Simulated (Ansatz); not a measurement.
# Ga3Se: equation of state with PBEsol

The system is Ga3Se.

```
Se Ga
1.0
     4.43246    0.00000    0.00000
     0.00000    4.43246    0.00000
     0.00000    0.00000    4.43246
Se Ga
1 3
Direct
  0.00000 0.00000 0.00000
  0.50000 0.50000 0.00000
  0.50000 0.00000 0.50000
  0.00000 0.50000 0.50000
```

The cell comes from a database or a generator and needn't be the stable form of this composition.

```yaml
Program: Ansatz 0.2.0
Task: equation of state
Functional: PBEsol
Potentials_or_basis: all-electron LAPW, scalar-relativistic
Basis_error_allowed: 0.001 eV/atom
k_mesh: 6 × 6 × 6
Occupations: fermi-dirac, width 0.05 eV
Spin: no spin polarisation
```

```
Equilibrium volume : 19.95 Å³/atom (rough: see the caveat)
Bulk modulus       : 51 GPa (rough)
```

Energy against volume, from the lowest point:
```csv
volume (Å³/atom),energy (meV/atom)
20.465,0.00
20.900,4.58
21.335,11.44
21.771,20.30
22.206,30.92
22.642,43.08
23.077,56.56
```

All runs of the series together: 46 s on 2 threads of Arm Neoverse V2, on a shared host.

Caveat: the minimum lies outside the volumes run.
